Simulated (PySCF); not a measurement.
# C2H10OSi2: magnetic properties

What do calculations give for the magnetic properties of C2H10OSi2 (`C[SiH](C)[SiH2]O`)?

Programs: PySCF 2.14.0, with routines of our own; each step states its level. All values are computed. Atoms count from 0.

### 1 The system as given

15 atoms, charge 0, multiplicity 1; geometry from: PBE0-D3(BJ)/def2-SVP.

### 2 Magnetic properties: GIAO B3LYP/pcseg-1

What the job is given:

```
{"job": {"kind": "mag", "xc": "B3LYP", "basis": "pcseg-1"}, "charge": 0, "multiplicity": 1}
C      1.552120    -1.038501    -0.984339
Si     0.387948     0.414163    -0.689314
C      1.091714     1.594466     0.600639
Si    -1.662004    -0.406897     0.083065
O     -1.268054    -1.201111     1.510752
H      1.150870    -1.719146    -1.750751
H      2.543276    -0.692803    -1.317526
H      1.678899    -1.611120    -0.052419
H      0.156820     1.149912    -1.977326
H      1.209586     1.070509     1.561908
H      0.421388     2.452848     0.760358
H      2.076016     1.980393     0.292240
H     -2.310712    -1.348783    -0.892381
H     -2.661647     0.686777     0.336233
H     -1.994052    -1.613922     1.987465
```

Method: GIAO B3LYP/pcseg-1 magnetisability, rotational g tensor and spin-rotation constants, non-relativistic, gas phase.

On the command line:

```console
$ OMP_NUM_THREADS=1 python excited_run.py task.json out
```

One launch serves the whole session: the jobs run in the order shown.

Standard output:

```text
coarse grid: 12712 points
cycle   1  E = -736.3167031509  dE =  8.270e-02  |g| = 7.960e-01  |ddm| = 3.627e+00
cycle   2  E = -736.0762461893  dE =  2.405e-01  |g| = 1.338e+00  |ddm| = 2.184e+00
cycle   3  E = -736.4450819044  dE = -3.688e-01  |g| = 1.279e-01  |ddm| = 1.631e+00
cycle   4  E = -736.4483619928  dE = -3.280e-03  |g| = 4.880e-02  |ddm| = 1.661e-01
cycle   5  E = -736.4489510515  dE = -5.891e-04  |g| = 7.085e-03  |ddm| = 5.137e-02
cycle   6  E = -736.4489687149  dE = -1.766e-05  |g| = 1.147e-03  |ddm| = 1.319e-02
cycle   7  E = -736.4489691152  dE = -4.003e-07  |g| = 2.185e-04  |ddm| = 2.025e-03
final grid: 111200 points
cycle   8  E = -736.4886912430  dE = -1.678e-05  |g| = 4.488e-03  |ddm| = 1.524e-02
cycle   9  E = -736.4886879835  dE =  3.259e-06  |g| = 5.704e-03  |ddm| = 9.510e-03
cycle  10  E = -736.4886966833  dE = -8.700e-06  |g| = 2.431e-04  |ddm| = 5.410e-03
cycle  11  E = -736.4886966999  dE = -1.652e-08  |g| = 9.420e-05  |ddm| = 4.809e-04
cycle  12  E = -736.4886967014  dE = -1.535e-09  |g| = 4.817e-05  |ddm| = 1.436e-04
cycle  13  E = -736.4886967019  dE = -4.998e-10  |g| = 5.526e-06  |ddm| = 5.232e-05
converged SCF energy = -736.4886967019

Magnetisability tensor (1e-30 J/T^2)
    -1161.32       24.25      -38.81
       24.25    -1187.69       43.08
      -38.81       43.08    -1248.25
isotropic -1199.09   principal values   -1287.17  -1165.86  -1144.23
isotropic susceptibility -72.211 1e-6 cm^3/mol

Inertial axes            a          b          c
rot. const./GHz      3.7889     1.8254     1.6316
chi total           -69.183    -70.210    -77.239
chi diamagnetic    -451.618   -774.501   -867.817
chi paramagnetic    382.434    704.292    790.577
quadrupole/D A        7.403     -2.505     -4.898
g nuclear            0.6465     0.5934     0.6030
g electronic        -0.6807    -0.6040    -0.6060
g total             -0.0343    -0.0106    -0.0030

Spin-rotation constants (kHz, H = +C I.J)
atom  isotope        aa         bb         cc
  5     1H       -0.394     -0.037     -0.143
  6     1H        0.044     -0.199     -0.185
  7     1H       -0.363     -0.196     -0.007
  8     1H       -0.239     -0.177      0.033
  9     1H       -0.363     -0.196     -0.007
 10     1H       -0.394     -0.036     -0.144
 11     1H        0.044     -0.199     -0.185
 12     1H       -0.223      0.013     -0.106
 13     1H       -0.223      0.015     -0.107
 14     1H       -0.014     -0.247     -0.196
  0    13C*       0.386      0.186      0.165
  1   29Si*      -2.370     -1.007     -0.982
  3   29Si*      -2.332     -1.267     -0.894
  4    17O*      -0.098     -0.053     -0.148
* in the singly substituted isotopologue
```

It took 18 s on 1 thread of Intel Xeon Platinum 8375C at 2.90GHz, shared host; peak memory 0.67 GiB.

From this job:

| quantity | value |
| --- | --- |
| magnetisability | -1199·10⁻³⁰ J/T² |
| molar susceptibility | -72.2·10⁻⁶ cm³/mol |
| rotational g (a, b, c) | -0.0343, -0.0106, -0.0030 |

The fields below are evaluated on a grid from the run's orbitals.

Frontier orbitals at B3LYP/pcseg-1, with the share of their density that lies nearest to each atom:

```
orbital  energy (eV)                                            lies on
   HOMO        -7.42  Si1, Si3 about 27 % each; H12, H13 about 9 % each
   LUMO        -0.27                        H14 20 %; Si3 17 %; O4 14 %
```

ELF in a plane through or near 4 of the atoms.

Values, 10 rows by 14 columns:
```
0.00 0.00 0.00 0.00 0.00 0.00 0.00 0.00 0.00 0.00 0.00 0.00 0.00 0.00
0.00 0.00 0.00 0.00 0.00 0.01 0.03 0.00 0.00 0.00 0.00 0.00 0.00 0.00
0.00 0.00 0.00 0.08 0.14 0.72 0.96 0.39 0.00 0.00 0.00 0.00 0.00 0.00
0.00 0.00 0.01 0.99 0.99 0.16 0.61 0.09 0.01 0.06 0.08 0.01 0.00 0.00
0.00 0.00 0.00 0.66 0.75 0.74 0.88 0.32 0.27 0.29 0.22 0.02 0.00 0.00
0.00 0.00 0.00 0.01 0.04 0.46 0.29 0.58 0.39 0.20 0.42 0.03 0.00 0.00
0.00 0.00 0.01 0.99 1.00 0.32 0.51 0.10 0.07 0.13 0.10 0.02 0.00 0.00
0.00 0.00 0.00 0.68 0.73 0.73 0.93 0.28 0.00 0.01 0.03 0.00 0.00 0.00
0.00 0.00 0.00 0.00 0.02 0.35 0.72 0.09 0.00 0.00 0.00 0.00 0.00 0.00
0.00 0.00 0.00 0.00 0.00 0.00 0.00 0.00 0.00 0.00 0.00 0.00 0.00 0.00
```
The map spans 11.2 Å across and 10.1 Å up, centred on the molecule. Atoms in the plane (x, y in Å): C0 (-1.2, -1.6), C2 (-1.2, 1.6), H6 (-2.3, -1.6), H11 (-2.3, 1.6).

On the surface of density 0.002 e/bohr³ the electrostatic potential runs, from the 1st to the 99th percentile, from -1.31 V near O4 to 2.02 V near H14.

### 3 Magnetic properties: GIAO B3LYP/def2-SVPD

Settings changed since step 2:

```diff
@@ -1,2 +1,2 @@
-{"job": {"kind": "mag", "xc": "B3LYP", "basis": "pcseg-1"}, "charge": 0, "multiplicity": 1}
+{"job": {"kind": "mag", "xc": "B3LYP", "basis": "def2-SVPD"}, "charge": 0, "multiplicity": 1}
 C      1.552120    -1.038501    -0.984339
```

With the program's defaults for keys left out, this is: GIAO B3LYP/def2-SVPD magnetisability, rotational g tensor and spin-rotation constants, non-relativistic, gas phase.

Standard output:

```text
coarse grid: 12712 points
cycle   1  E = -736.0053001428  dE =  5.796e-02  |g| = 8.282e-01  |ddm| = 4.618e+00
cycle   2  E = -735.6952304519  dE =  3.101e-01  |g| = 1.468e+00  |ddm| = 1.974e+00
cycle   3  E = -736.1445120285  dE = -4.493e-01  |g| = 1.516e-01  |ddm| = 1.304e+00
cycle   4  E = -736.1493016225  dE = -4.790e-03  |g| = 5.527e-02  |ddm| = 2.203e-01
cycle   5  E = -736.1500532745  dE = -7.517e-04  |g| = 8.754e-03  |ddm| = 6.620e-02
cycle   6  E = -736.1500819813  dE = -2.871e-05  |g| = 1.651e-03  |ddm| = 2.202e-02
cycle   7  E = -736.1500828084  dE = -8.271e-07  |g| = 3.164e-04  |ddm| = 3.575e-03
final grid: 111200 points
cycle   8  E = -736.2549680861  dE = -2.374e-05  |g| = 4.086e-03  |ddm| = 6.471e-02
cycle   9  E = -736.2549652275  dE =  2.859e-06  |g| = 5.256e-03  |ddm| = 1.025e-02
cycle  10  E = -736.2549724998  dE = -7.272e-06  |g| = 2.668e-04  |ddm| = 5.539e-03
cycle  11  E = -736.2549725117  dE = -1.190e-08  |g| = 1.677e-04  |ddm| = 5.016e-04
cycle  12  E = -736.2549725166  dE = -4.934e-09  |g| = 4.766e-05  |ddm| = 1.815e-04
cycle  13  E = -736.2549725172  dE = -6.060e-10  |g| = 4.622e-06  |ddm| = 7.153e-05
converged SCF energy = -736.2549725172

Magnetisability tensor (1e-30 J/T^2)
    -1161.18       24.87      -37.71
       24.87    -1195.78       44.57
      -37.71       44.57    -1257.71
isotropic -1204.89   principal values   -1296.01  -1173.15  -1145.50
isotropic susceptibility -72.560 1e-6 cm^3/mol

Inertial axes            a          b          c
rot. const./GHz      3.7889     1.8254     1.6316
chi total           -69.364    -70.649    -77.667
chi diamagnetic    -452.362   -775.542   -868.780
chi paramagnetic    382.998    704.893    791.113
quadrupole/D A        7.111     -2.293     -4.818
g nuclear            0.6465     0.5934     0.6030
g electronic        -0.6817    -0.6045    -0.6064
g total             -0.0353    -0.0111    -0.0034

Spin-rotation constants (kHz, H = +C I.J)
atom  isotope        aa         bb         cc
  5     1H       -0.404     -0.034     -0.146
  6     1H        0.053     -0.203     -0.189
  7     1H       -0.372     -0.200     -0.006
  8     1H       -0.231     -0.177      0.036
  9     1H       -0.372     -0.200     -0.006
 10     1H       -0.404     -0.034     -0.147
 11     1H        0.053     -0.203     -0.189
 12     1H       -0.218      0.018     -0.105
 13     1H       -0.219      0.020     -0.107
 14     1H       -0.018     -0.246     -0.194
  0    13C*       0.389      0.191      0.168
  1   29Si*      -2.117     -0.892     -0.875
  3   29Si*      -2.026     -1.116     -0.785
  4    17O*      -0.111     -0.056     -0.146
* in the singly substituted isotopologue
```

It took 23 s on 1 thread of Intel Xeon Platinum 8375C at 2.90GHz, shared host; peak memory 0.81 GiB.

In short:

```
              quantity                      value
       magnetisability           -1205·10⁻³⁰ J/T²
  molar susceptibility         -72.6·10⁻⁶ cm³/mol
rotational g (a, b, c)  -0.0353, -0.0111, -0.0034
```

### 4 Magnetic properties side by side

| level | ξ (10⁻³⁰ J/T²) | g(a) | g(b) | gap (eV) | functions | time |
| --- | --- | --- | --- | --- | --- | --- |
| GIAO B3LYP/pcseg-1 | -1199 | -0.0343 | -0.0106 | 7.15 | 128 | 18 s |
| GIAO B3LYP/def2-SVPD | -1205 | -0.0353 | -0.0111 | 6.89 | 191 | 23 s |

### 5 Summary of results

| quantity | value |
| --- | --- |
| magnetisability (step 2, GIAO B3LYP/pcseg-1) | -1199·10⁻³⁰ J/T² |
| molar susceptibility (step 2, GIAO B3LYP/pcseg-1) | -72.2·10⁻⁶ cm³/mol |
| rotational g (a, b, c) (step 2, GIAO B3LYP/pcseg-1) | -0.0343, -0.0106, -0.0030 |
| surface potential, 1st and 99th percentile | -1.31 V and 2.02 V |
| magnetisability over the levels | -1205 to -1199·10⁻³⁰ J/T² |

In words: The magnetisability spreads by 0.5 % over 2 levels of like cost. Two levels can agree by chance, so this spread shows no convergence. Vibrational averaging and real surroundings are missing from these values.
